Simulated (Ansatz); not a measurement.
# CH3AlFN: a ladder of functionals and wavefunction methods

The task here is to estimate one member of a computed series from the others.

The runs use Ansatz 0.2.0, Gaussian basis; functionals in def2-TZVPP, the program's frozen cores in correlated methods.

The runs, in order: LDA (SPW92), PBE-D4, revPBE-D4, BLYP-D4, r2SCAN-D4, B97M-V, PBE0-D4, B3LYP-D4, r2SCANh-D4, r2SCAN0-D4, HSE06-D4, BHLYP-D4, CAM-B3LYP-D4, LC-ωPBE, ωB97X-V, ωB97M-V, B2PLYP, PBE-QIDH; CCSD(T)/def2-SVP; CCSD(T)/def2-TZVPP; MP2/def2-QZVPP; extrapolation to the limit; RPA on PBE.

**The relaxed structure**

The geometry comes from an earlier relaxation with PBE0-D4 in a triple-zeta def2 set; it is a stationary point, not always the lowest conformer.

SMILES `F[CH]1[NH][AlH]1`, 7 atoms, charge 0, spin multiplicity 1.

Atoms are counted from 1 here; the program's logs count them from 0.

Bond lengths: F1–C2 1.400 Å, C2–N3 1.444 Å, C2–Al4 1.924 Å, C2–H5 1.091 Å, N3–Al4 1.737 Å, N3–H6 1.009 Å, Al4–H7 1.570 Å. Angles: F1–C2–N3 113.3°, F1–C2–Al4 120.6°, F1–C2–H5 105.7°, N3–C2–Al4 60.1°, N3–C2–H5 116.8°, Al4–C2–H5 130.9°, C2–N3–Al4 73.8°, C2–N3–H6 121.3°, Al4–N3–H6 164.9°, C2–Al4–N3 46.1°, C2–Al4–H7 169.6°, N3–Al4–H7 144.1°.

The first run:

in.yaml

```yaml
crystal:
  periodic: [false, false, false]
  atoms:
    - {symbol: F, position_ang: [-1.877673, -0.268879, 0.141034]}
    - {symbol: C, position_ang: [-0.671372, 0.227613, -0.366647]}
    - {symbol: N, position_ang: [0.328000, 0.452047, 0.651860]}
    - {symbol: Al, position_ang: [0.922144, -0.850009, -0.332096]}
    - {symbol: H, position_ang: [-0.942093, 1.084002, -0.986750]}
    - {symbol: H, position_ang: [0.215183, 1.176186, 1.345502]}
    - {symbol: H, position_ang: [2.087110, -1.888961, -0.498603]}
basis:
  gaussian: {orbitals: def2-TZVPP}
hamiltonian: {xc: lda}
output: {orbitals: {seedname: orbitals}}
```

Launch:

```bash
$ ansatz run in.yaml --threads 2 --pin off --events-out ev --progress --plain --max-ram 4352MiB
```

Among the steps run: LDA; PBE-D4 (GGA); revPBE-D4 (GGA); BLYP-D4 (GGA); r2SCAN-D4 (meta-GGA); B97M-V (meta-GGA); B3LYP-D4 (hybrid); r2SCANh-D4 (hybrid); r2SCAN0-D4 (hybrid); HSE06-D4 (hybrid); BHLYP-D4 (hybrid); CAM-B3LYP-D4 (range-separated); LC-ωPBE (range-separated); ωB97X-V (range-separated); ωB97M-V (range-separated); B2PLYP (double hybrid); PBE-QIDH (double hybrid).

One of the session's tables, all rows but one given; the rest of the session is left out.

It belongs to the step «Orbital energies across the functionals». 

| functional | HOMO (eV) | gap (eV) |
| --- | --- | --- |
| LDA (SPW92) | -5.61 | 3.62 |
| PBE-D4 | -5.48 | 3.70 |
| revPBE-D4 | -5.43 | 3.74 |
| BLYP-D4 | -5.39 | 3.71 |
| r2SCAN-D4 | -5.69 | 4.24 |
| B97M-V | -5.78 | 4.13 |
| PBE0-D4 | -6.72 | 5.68 |
| B3LYP-D4 | -6.54 | 5.28 |
| r2SCANh-D4 | -6.15 | 4.95 |
| r2SCAN0-D4 | -6.86 | 6.02 |
| HSE06-D4 | -6.32 | 4.91 |
| BHLYP-D4 | -7.91 | 7.58 |
| CAM-B3LYP-D4 | ? | ? |
| LC-ωPBE | -9.37 | 10.31 |
| ωB97X-V | -9.04 | 9.88 |
| ωB97M-V | -8.92 | 9.48 |

**Question.** Estimate the row for CAM-B3LYP-D4.

**Answer.** HOMO (eV): -8.09; gap (eV): 7.95. In the column «HOMO (eV)» it lies between ωB97M-V (-8.92) and BHLYP-D4 (-7.91).
